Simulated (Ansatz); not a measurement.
# CH₈N₃Nb: basis-set convergence

One table from this session's results is given with a row withheld; the runs are named, their logs left out.

Computed with Ansatz 0.2.0, Gaussian basis. Level: one geometry, several basis sets.

Plan: PBE0-D4/def2-SVP; ωB97M-V/def2-SVP; PBE0-D4/def2-QZVPP; ωB97M-V/def2-QZVPP; the functionals' def2-TZVPP values are taken from earlier runs.

## The geometry

The geometry comes from an earlier relaxation with PBE0-D4 in a triple-zeta def2 set; it is a stationary point, not always the lowest conformer. Nb takes the def2 core potential; no spin-orbit term is included.

13 atoms, charge 0, spin multiplicity 1.

Atoms are counted from 1 here; the program's logs count them from 0.

Bond lengths: C1–Nb2 2.176 Å, C1–H6 1.098 Å, C1–H7 1.094 Å, C1–H8 1.094 Å, Nb2–N3 1.746 Å, Nb2–N4 1.983 Å, Nb2–N5 1.983 Å, N3–H9 1.008 Å, N4–H10 1.012 Å, N4–H11 1.009 Å, N5–H12 1.009 Å, N5–H13 1.012 Å. Angles: Nb2–C1–H6 110.0°, Nb2–C1–H7 111.2°, Nb2–C1–H8 111.2°, H6–C1–H7 108.0°, H6–C1–H8 108.0°, H7–C1–H8 108.2°, C1–Nb2–N3 105.8°, C1–Nb2–N4 107.6°, C1–Nb2–N5 107.6°, N3–Nb2–N4 108.9°, N3–Nb2–N5 108.9°, N4–Nb2–N5 117.4°, Nb2–N3–H9 176.9°, Nb2–N4–H10 123.8°, Nb2–N4–H11 126.5°, H10–N4–H11 109.3°, Nb2–N5–H12 126.5°, Nb2–N5–H13 123.9° and more.

Coordinates:

```xyz
13
CH8N3Nb
C    -1.4470    0.1537   -1.1507
Nb    0.1482   -0.0830    0.3109
N    -0.6180   -0.6870    1.7592
N     1.3943   -1.4618   -0.3799
N     0.8941    1.7164    0.6806
H    -1.0379    0.5340   -2.0957
H    -1.9412   -0.8003   -1.3554
H    -2.2035    0.8616   -0.8003
H    -1.1075   -1.0331    2.5694
H     2.0548   -1.2998   -1.1291
H     1.5533   -2.3774    0.0124
H     0.8286    2.2260    1.5486
H     1.5025    2.2159    0.0448
```

The first run:

File in.yaml:

```yaml
crystal:
  periodic: [false, false, false]
  atoms:
    - {symbol: C, position_ang: [-1.446977, 0.153730, -1.150688]}
    - {symbol: Nb, position_ang: [0.148156, -0.083050, 0.310880]}
    - {symbol: N, position_ang: [-0.617974, -0.687049, 1.759212]}
    - {symbol: N, position_ang: [1.394262, -1.461758, -0.379885]}
    - {symbol: N, position_ang: [0.894143, 1.716351, 0.680561]}
    - {symbol: H, position_ang: [-1.037910, 0.533991, -2.095676]}
    - {symbol: H, position_ang: [-1.941170, -0.800289, -1.355405]}
    - {symbol: H, position_ang: [-2.203533, 0.861634, -0.800274]}
    - {symbol: H, position_ang: [-1.107501, -1.033067, 2.569352]}
    - {symbol: H, position_ang: [2.054761, -1.299826, -1.129134]}
    - {symbol: H, position_ang: [1.553256, -2.377411, 0.012429]}
    - {symbol: H, position_ang: [0.828569, 2.226036, 1.548608]}
    - {symbol: H, position_ang: [1.502520, 2.215908, 0.044820]}
basis:
  gaussian: {orbitals: def2-SVP}
hamiltonian: {xc: pbe0, dispersion: d4}
output: {orbitals: {seedname: orbitals}}
```

Launch:

```
$ ansatz run in.yaml --threads 4 --pin off --events-out ev --progress --plain --max-ram 11315MiB
```

Steps of the session up to this table: PBE0-D4 in def2-SVP; ωB97M-V in def2-SVP; PBE0-D4 in def2-QZVPP; ωB97M-V in def2-QZVPP.

One table of the session follows, with a row left open; its other results are not shown here.

It belongs to the step «Functionals by basis». 

| functional | basis | HOMO (eV) |
| --- | --- | --- |
| PBE0-D4 | def2-SVP | -6.89 |
| PBE0-D4 | def2-TZVPP | -7.01 |
| PBE0-D4 | def2-QZVPP | ? |
| ωB97M-V | def2-SVP | -9.24 |
| ωB97M-V | def2-TZVPP | -9.37 |
| ωB97M-V | def2-QZVPP | -9.41 |

**Question.** Estimate the row for PBE0-D4, def2-QZVPP.

The run gave: HOMO (eV): -7.06. In the column «HOMO (eV)» it lies between ωB97M-V, def2-SVP (-9.24) and PBE0-D4, def2-TZVPP (-7.01).
